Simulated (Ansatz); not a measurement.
The system is LiMnSe2.

```
Se Mn Li
1.0
     3.99342    0.00000    0.00000
    -1.99671    3.45840    0.00000
     0.00000    0.00000    6.57119
Se Mn Li
2 1 1
Cartesian
  1.9967 1.1528 3.2413
  0.0000 2.3056 6.5094
  0.0000 2.3056 2.2450
  0.0000 0.0000 5.4061
```

The cell comes from a database or a generator and needn't be the stable form of this composition.

| Property | Result |
| --- | --- |
| Program | Ansatz 0.2.0 |
| Task | relaxation of cell and atoms |
| Functional | revPBE |
| Potentials or basis | Ansatz PAW |
| Cutoff | 420 eV (not typed: the program's choice for these potentials) |
| k mesh | 8 × 8 × 4 |
| Occupations | fermi-dirac, width 0.05 eV |
| Spin | collinear spin, ferromagnetic start |
| Starting moments | [0.0, 0.0, 4.0, 0.0] μB |

At the start: volume 22.69 Å³/atom.

Q: How do energy, volume and symmetry change on relaxing?

A: It ends after 14 steps and the volume is 24.52 Å³/atom (+8.1 %); space group P3m1 (No. 156, to 0.05 Å); moment 4.00 μB per cell.

The path:
| step | energy change (eV) | largest force (eV/Å) | volume (Å³) |
| --- | --- | --- | --- |
| 1 | 0.0000 | 0.0716 | 90.75 |
| 2 | -0.0140 | 0.1513 | 95.09 |
| 3 | -0.0156 | 0.0400 | 95.47 |
| 4 | -0.0163 | 0.0216 | 95.84 |
| 5 | -0.0168 | 0.0200 | 96.39 |
| 6 | -0.0172 | 0.0071 | 96.97 |
| 7 | -0.0180 | 0.0121 | 98.12 |
| 8 | -0.0220 | 0.0663 | 100.46 |
| 9 | -0.0237 | 0.0224 | 100.50 |
| 10 | -0.0239 | 0.0137 | 100.24 |
| 11 | -0.0247 | 0.0155 | 97.24 |
| 12 | -0.0247 | 0.0041 | 98.58 |
| 13 | -0.0248 | 0.0049 | 98.08 |
| 14 | -0.0257 | 0.0049 | 98.08 |

Final structure:
```xyz
4
Lattice="4.2115 0.0000 0.0000 -2.1058 3.6473 0.0000 0.0000 0.0000 6.3850" Properties=species:S:1:pos:R:3 pbc="T T T"
Se    2.1058    1.2158    2.8564
Se    0.0000    2.4315    6.2058
Mn    0.0000    2.4315    2.1696
Li    0.0000    0.0000    5.6771
```

Caveat: the plane-wave basis is chosen anew once the cell has moved, so the energies of steps on either side of that aren't comparable; a cell with one magnetic atom can't hold antiferromagnetic order, which such compounds often take; the PAW data sets come from PBE, with cores solved anew for the run's functional, which leaves a small shift of forces and pressure.
